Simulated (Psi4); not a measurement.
# PBEh-3c/def2-mSVP (density fitting, force field MMFF94) run of C4H4Si (SMILES C#C[SiH2]C#C)

Wanted: a structure relaxation of C4H4Si. 

The calculation is run with Psi4 1.11.

**1. The molecule**

C4H4Si: 9 atoms, total charge 0, spin state singlet. SMILES: `C#C[SiH2]C#C`. The shape is built from the SMILES string. The run starts from this shape.

Bond lengths: C1–C2 1.201 Å, C2–Si3 1.876 Å, Si3–C4 1.876 Å, C4–C5 1.201 Å, C1–H6 1.066 Å, Si3–H7 1.486 Å, Si3–H8 1.486 Å, C5–H9 1.066 Å. Angles: C1–C2–Si3 179.9°, C2–Si3–C4 111.9°, Si3–C4–C5 179.9°, C2–C1–H6 179.9°, C2–Si3–H7 109.4°, C2–Si3–H8 109.4°, C4–Si3–H7 109.4°, C4–Si3–H8 109.4°, C4–C5–H9 179.9°, H7–Si3–H8 107.1°.

**2. A geometry optimisation at PBEh-3c/def2-mSVP (density fitting, force field MMFF94)**

The input, run.py:

```python
import psi4
from rdkit import Chem
from rdkit.Chem import AllChem

psi4.set_memory('1600 MB')
psi4.set_num_threads(1)
psi4.set_output_file('psi4.out', False)

rd = Chem.AddHs(Chem.MolFromSmiles('C#C[SiH2]C#C'))
AllChem.EmbedMolecule(rd, randomSeed=590)
AllChem.MMFFOptimizeMolecule(rd, maxIters=2000)
atoms = '\n'.join(Chem.MolToXYZBlock(rd).splitlines()[2:])
m = psi4.geometry('0 1\n' + atoms + '')

options = {'geom_maxiter': 60}
psi4.set_options(options)

result = psi4.optimize('pbeh-3c')
print(f'total energy {result:.8f} hartree = {result * 27.211386:.5f} eV')
m.save_xyz_file('final.xyz', False)
for k, v in sorted(psi4.core.scalar_variables().items()):
    print(f'{k:45s} {v:18.10f}')
```

Run with:

```
python run.py
```

Q: Predict the results. Wanted: total energy at the end; dipole moment; HOMO energy; LUMO energy; HOMO–LUMO gap.

Answer, from the run:

At PBEh-3c/def2-mSVP (density fitting, force field MMFF94):

| quantity | value |
| --- | --- |
| total energy at the end | -443.46882 Eh |
| dipole moment | 0.64 D |
| HOMO energy | -9.08 eV |
| LUMO energy | 0.32 eV |
| HOMO–LUMO gap | 9.40 eV |

What this shows: At the final geometry: Bond lengths: C1–C2 1.205 Å, C2–Si3 1.826 Å, Si3–C4 1.826 Å, C4–C5 1.205 Å, C1–H6 1.065 Å, Si3–H7 1.478 Å, Si3–H8 1.478 Å, C5–H9 1.065 Å. Angles: C1–C2–Si3 179.5°, C2–Si3–C4 109.8°, Si3–C4–C5 179.5°, C2–C1–H6 179.9°, C2–Si3–H7 109.3°, C2–Si3–H8 109.3°, C4–Si3–H7 109.3°, C4–Si3–H8 109.3°, C4–C5–H9 179.9°, H7–Si3–H8 109.7°. The optimisation took 6 steps and changed the energy by -0.071 eV.
